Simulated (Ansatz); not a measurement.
# BH₇OSi₂: up Jacob's ladder to CCSD(T)

Aim: compute BH₇OSi₂ with functionals from several rungs and with coupled cluster. The yardstick is the atomisation energy at the CCSD(T) limit.

Computed with Ansatz 0.2.0, Gaussian basis. Level: functionals in def2-TZVPP, the program's frozen cores in correlated methods.

Plan: LDA (SPW92), PBE-D4, revPBE-D4, BLYP-D4, r2SCAN-D4, B97M-V, PBE0-D4, B3LYP-D4, r2SCANh-D4, r2SCAN0-D4, HSE06-D4, BHLYP-D4, CAM-B3LYP-D4, LC-ωPBE, ωB97X-V, ωB97M-V, B2PLYP, PBE-QIDH; CCSD(T)/def2-SVP; CCSD(T)/def2-TZVPP; MP2/def2-QZVPP; extrapolation to the limit; RPA on PBE.

## 1. The geometry

An earlier PBE0-D4 in a triple-zeta def2 set relaxation fixed the geometry.

SMILES `B[SiH2][SiH2]O`, 11 atoms, charge 0, spin multiplicity 1.

Atoms are counted from 1 here; the program's logs count them from 0.

Bond lengths: B1–Si2 1.990 Å, B1–H5 1.195 Å, B1–H6 1.195 Å, Si2–Si3 2.364 Å, Si2–H7 1.490 Å, Si2–H8 1.493 Å, Si3–O4 1.653 Å, Si3–H9 1.483 Å, Si3–H10 1.492 Å, O4–H11 0.958 Å. Angles: Si2–B1–H5 120.9°, Si2–B1–H6 121.0°, H5–B1–H6 117.9°, B1–Si2–Si3 105.7°, B1–Si2–H7 114.7°, B1–Si2–H8 113.8°, Si3–Si2–H7 107.6°, Si3–Si2–H8 106.1°, H7–Si2–H8 108.5°, Si2–Si3–O4 111.6°, Si2–Si3–H9 111.0°, Si2–Si3–H10 108.8°, O4–Si3–H9 105.5°, O4–Si3–H10 111.2°, H9–Si3–H10 108.6°, Si3–O4–H11 117.4°.

## 2. LDA

This LDA is Slater exchange with PW92 correlation.

The input, in.yaml:

```yaml
crystal:
  periodic: [false, false, false]
  atoms:
    - {symbol: B, position_ang: [-1.173631, 1.893100, -0.153192]}
    - {symbol: Si, position_ang: [-0.888406, -0.038212, -0.539275]}
    - {symbol: Si, position_ang: [1.078347, -0.639234, 0.626707]}
    - {symbol: O, position_ang: [1.469771, -2.226757, 0.384199]}
    - {symbol: H, position_ang: [-0.638090, 2.736220, -0.810089]}
    - {symbol: H, position_ang: [-1.811261, 2.244553, 0.794930]}
    - {symbol: H, position_ang: [-1.982151, -0.934424, -0.069740]}
    - {symbol: H, position_ang: [-0.620994, -0.330892, -1.978868]}
    - {symbol: H, position_ang: [0.892701, -0.496533, 2.091527]}
    - {symbol: H, position_ang: [2.186048, 0.262593, 0.196137]}
    - {symbol: H, position_ang: [1.553168, -2.527315, -0.521635]}
basis:
  gaussian: {orbitals: def2-TZVPP}
hamiltonian: {xc: lda}
output: {orbitals: {seedname: orbitals}}
```

Command:

```bash
$ ansatz run in.yaml --threads 2 --pin off --events-out ev --progress --plain --max-ram 4352MiB
```

After this run come: PBE-D4 (GGA); revPBE-D4 (GGA); BLYP-D4 (GGA); r2SCAN-D4 (meta-GGA); B97M-V (meta-GGA); B3LYP-D4 (hybrid); r2SCANh-D4 (hybrid); r2SCAN0-D4 (hybrid); HSE06-D4 (hybrid); BHLYP-D4 (hybrid); CAM-B3LYP-D4 (range-separated); LC-ωPBE (range-separated); ωB97X-V (range-separated); ωB97M-V (range-separated); B2PLYP (double hybrid); PBE-QIDH (double hybrid); CCSD(T) in def2-SVP; CCSD(T) in def2-TZVPP; MP2 in def2-QZVPP; RPA on PBE orbitals.

Q: Predict the results of all the runs planned. Wanted: atomisation energy, CCSD(T)/CBS; farthest beyond LDA; mean size of error, GGA; mean size of error, meta-GGA; mean size of error, hybrid; mean size of error, range-separated; mean size of error, double hybrid; gap, smallest and largest; T1 diagnostic.

**Answer**, as computed:

| quantity | value |
| --- | --- |
| atomisation energy, CCSD(T)/CBS | 837.9 kcal/mol |
| functionals within 4.2 kcal/mol (0.5 %) | PBE-D4, r2SCAN-D4, B3LYP-D4, r2SCANh-D4, CAM-B3LYP-D4, ωB97M-V |
| farthest beyond LDA | revPBE-D4 (-16.6 kcal/mol) |
| mean size of error, GGA | 8.4 kcal/mol |
| mean size of error, meta-GGA | 3.7 kcal/mol |
| mean size of error, hybrid | 6.5 kcal/mol |
| mean size of error, range-separated | 4.5 kcal/mol |
| mean size of error, double hybrid | 10.8 kcal/mol |
| gap, smallest and largest | 2.92 eV (LDA (SPW92)), 9.86 eV (LC-ωPBE) |
| T1 diagnostic | 0.0142 |
| triples share of the correlation energy | 3.3 % |

**Reading.** The LDA atomisation energy is off by 95.5 kcal/mol (11 %): it overbinds. PBE-D4 misses by -1.7 kcal/mol. Double hybrids carry the basis error of their MP2 part in triple zeta, and no dispersion term here, so their miss is partly the set-up's. By mean error the best rung here is meta-GGA (3.7 kcal/mol) and the worst beyond LDA is double hybrid (10.8 kcal/mol). The gap between the best rungs is small, so their order is not settled. Misses under about 4.2 kcal/mol are within the doubt on the reference itself, which lacks core-valence correlation, relativity and higher excitations. Hartree-Fock recovers 76 % of the binding; the rest is correlation. CCSD(T) in def2-SVP is off by -58.9 kcal/mol, so the small basis spoils what the method gains. The gap grows from 2.9 to 9.9 eV across the functionals, mostly with the share of exact exchange.
